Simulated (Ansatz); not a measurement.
**FGeH6N3: small, medium and large basis sets**

One table from this session's results is given with a row withheld; the runs are named, their logs left out.

Computed with Ansatz 0.2.0, Gaussian basis. Level: one geometry, several basis sets.

Levels to be run: PBE0-D4/def2-SVP; ωB97M-V/def2-SVP; PBE0-D4/def2-QZVPP; ωB97M-V/def2-QZVPP; the functionals' def2-TZVPP values are taken from earlier runs.

### The geometry

All runs share one geometry, relaxed beforehand with PBE0-D4 in a triple-zeta def2 set.

11 atoms, charge 0, spin multiplicity 1.

Atoms are counted from 1 here; the program's logs count them from 0.

Bond lengths: N1–Ge2 1.818 Å, N1–H6 1.010 Å, N1–H7 1.009 Å, Ge2–N3 1.802 Å, Ge2–N4 1.819 Å, Ge2–F5 1.743 Å, N3–H8 1.008 Å, N3–H9 1.008 Å, N4–H10 1.009 Å, N4–H11 1.010 Å. Angles: Ge2–N1–H6 115.0°, Ge2–N1–H7 115.7°, H6–N1–H7 110.0°, N1–Ge2–N3 106.1°, N1–Ge2–N4 124.9°, N1–Ge2–F5 101.8°, N3–Ge2–N4 106.1°, N3–Ge2–F5 117.0°, N4–Ge2–F5 101.7°, Ge2–N3–H8 116.0°, Ge2–N3–H9 116.0°, H8–N3–H9 111.0°, Ge2–N4–H10 115.7°, Ge2–N4–H11 114.8°, H10–N4–H11 109.9°.

Set-up of the first run:

Contents of in.yaml:

```yaml
crystal:
  periodic: [false, false, false]
  atoms:
    - {symbol: N, position_ang: [-1.517384, 0.843601, -0.220645]}
    - {symbol: Ge, position_ang: [0.161838, 0.243248, 0.135263]}
    - {symbol: N, position_ang: [-0.018450, -1.013569, 1.414162]}
    - {symbol: N, position_ang: [1.300856, -0.452337, -1.100188]}
    - {symbol: F, position_ang: [0.980713, 1.715343, 0.583451]}
    - {symbol: H, position_ang: [-1.559422, 1.701920, -0.750392]}
    - {symbol: H, position_ang: [-2.150766, 0.163753, -0.615093]}
    - {symbol: H, position_ang: [0.835302, -1.444824, 1.733747]}
    - {symbol: H, position_ang: [-0.615230, -0.772815, 2.190628]}
    - {symbol: H, position_ang: [0.963172, -1.260833, -1.601496]}
    - {symbol: H, position_ang: [1.684570, 0.219513, -1.748736]}
basis:
  gaussian: {orbitals: def2-SVP}
hamiltonian: {xc: pbe0, dispersion: d4}
output: {orbitals: {seedname: orbitals}}
```

Command:

```console
$ ansatz run in.yaml --threads 4 --pin off --events-out ev --progress --plain --max-ram 10444MiB
```

Steps of the session up to this table: PBE0-D4 in def2-SVP; ωB97M-V in def2-SVP; PBE0-D4 in def2-QZVPP; ωB97M-V in def2-QZVPP.

One table of the session follows, with a row left open; its other results are not shown here.

It belongs to the step «Functionals by basis». 

```
functional       basis  HOMO (eV)  LUMO (eV)
   PBE0-D4    def2-SVP      -6.99       0.90
   PBE0-D4  def2-TZVPP      -7.28       0.27
   PBE0-D4  def2-QZVPP          ?          ?
   ωB97M-V    def2-SVP      -9.35       2.59
   ωB97M-V  def2-TZVPP      -9.66       1.73
   ωB97M-V  def2-QZVPP      -9.73       1.24
```

**Question.** Estimate the row for PBE0-D4, def2-QZVPP.

**Answer.** HOMO (eV): -7.36; LUMO (eV): -0.05. In the column «HOMO (eV)» it lies between ωB97M-V, def2-SVP (-9.35) and PBE0-D4, def2-TZVPP (-7.28).
